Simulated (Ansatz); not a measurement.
**As₂H₂ (triplet): the correlation ladder at a displaced geometry (v1), cc-pVDZ**

Aim: climb from Hartree-Fock through coupled cluster and multireference methods for As₂H₂ (triplet) at one geometry and basis, and see what each rung misses.

Method: cc-pVDZ, core rule «outside noble gas», up to 28 orbitals frozen; program: Ansatz 0.2.0, Gaussian basis.

The runs, in order: UHF; CCSD(T) on ROHF; CCSD(T) on UHF; BCCD(T) on ROHF; CISD as a restricted active space (open shells left free, so some higher excitations enter); CCSDT(Q) on ROHF; CCSDT(Q) on UHF; CASSCF and MRCISD+Q, 12 electrons in 10 orbitals; CASSCF and NEVPT2, 12 electrons in 10 orbitals.

20 further runs of the same task are left out: 6 that didn't finish, 14 set aside as unsound or not needed. Runs told in other sessions of the task aren't counted.

## Step 1: What is computed

The geometry is a PBE0/def2-TZVP stationary point (not a proven minimum) with its atoms shifted at random (size 0.040 Å). No spin-orbit coupling is included. The filled d shell of As may be among the frozen orbitals whatever the setting's name suggests.

4 atoms, charge 0, spin multiplicity 3.

Atoms are counted from 1 here; the program's logs count them from 0.

Bond lengths: As1–As2 2.422 Å, As1–H3 1.527 Å, As2–H4 1.573 Å. Angles: As2–As1–H3 90.8°, As1–As2–H4 93.3°.

As a file:

```
As    0.0147   -0.0267    1.2109
As    0.0139    0.0261   -1.2101
H    -1.0138    1.1004    1.2579
H    -1.1166   -1.0612   -1.3236
```

## Step 2: UHF

Contents of in.yaml:

```yaml
crystal:
  periodic: [false, false, false]
  atoms:
    - {symbol: As, position_ang: [0.014746, -0.026651, 1.210944]}
    - {symbol: As, position_ang: [0.013915, 0.026124, -1.210061]}
    - {symbol: H, position_ang: [-1.013784, 1.100421, 1.257891]}
    - {symbol: H, position_ang: [-1.116626, -1.061218, -1.323584]}
basis:
  gaussian: {orbitals: cc-pVDZ}
magnetization: {spin_polarized: true, initial_magnetization: 2}
hamiltonian: {xc: hf}
output: {orbitals: {seedname: orbitals}}
```

Command:

```sh
> ansatz run in.yaml --threads 1 --pin off --events-out ev --progress --plain --max-ram 2393MiB
```

After this run come: CCSD(T) on ROHF; CCSD(T) on UHF; BCCD(T) on ROHF; CISD as a restricted active space (open shells left free, so some higher excitations enter); CCSDT(Q) on ROHF; CCSDT(Q) on UHF; CASSCF and MRCISD+Q, 12 electrons in 10 orbitals; CASSCF and NEVPT2, 12 electrons in 10 orbitals.

Before running them: what should the planned runs give, taken together? Wanted: UCCSDT(Q) from the RHF energy; RMP2 from UCCSDT(Q); UMP2 from UCCSDT(Q); RCCSD from UCCSDT(Q); RCCSD(T) from UCCSDT(Q); UCCSD(T) from UCCSDT(Q); RCCSDT(Q) from UCCSDT(Q); NEVPT2 valence from UCCSDT(Q); MRCISD+Q valence from UCCSDT(Q).

As calculated:

| quantity | value |
| --- | --- |
| UCCSDT(Q) from the ROHF energy | -6.2910 eV |
| RMP2 from UCCSDT(Q) | +116.7 kJ/mol |
| UMP2 from UCCSDT(Q) | +119.6 kJ/mol |
| RCCSD from UCCSDT(Q) | +22.1 kJ/mol |
| RCCSD(T) from UCCSDT(Q) | +4.6 kJ/mol |
| UCCSD(T) from UCCSDT(Q) | +4.2 kJ/mol |
| RCCSDT(Q) from UCCSDT(Q) | +0.5 kJ/mol |
| NEVPT2 valence from UCCSDT(Q) | +99.8 kJ/mol |
| MRCISD+Q valence from UCCSDT(Q) | +1.9 kJ/mol |
| levels within 1 kcal/mol (43 meV) | RCCSDT, UCCSDT, RCCSDT(Q), MRCISD+Q valence |
| T1 diagnostic | 0.021 |
| effectively unpaired electrons | 2.04 |

In words: RCCSD(T) misses by +4.6 kJ/mol, 0.8 % of the correlation energy. One determinant dominates. Of the multireference levels listed MRCISD+Q valence comes nearest in total energy (+1.9 kJ/mol), which doesn't show that its space is the better one. These misses are within one basis, not against nature; the frozen cores of restricted and unrestricted runs differ, which can shift their rows.

With open shells the CI space here admits some higher excitations, so it is larger than plain CISD.
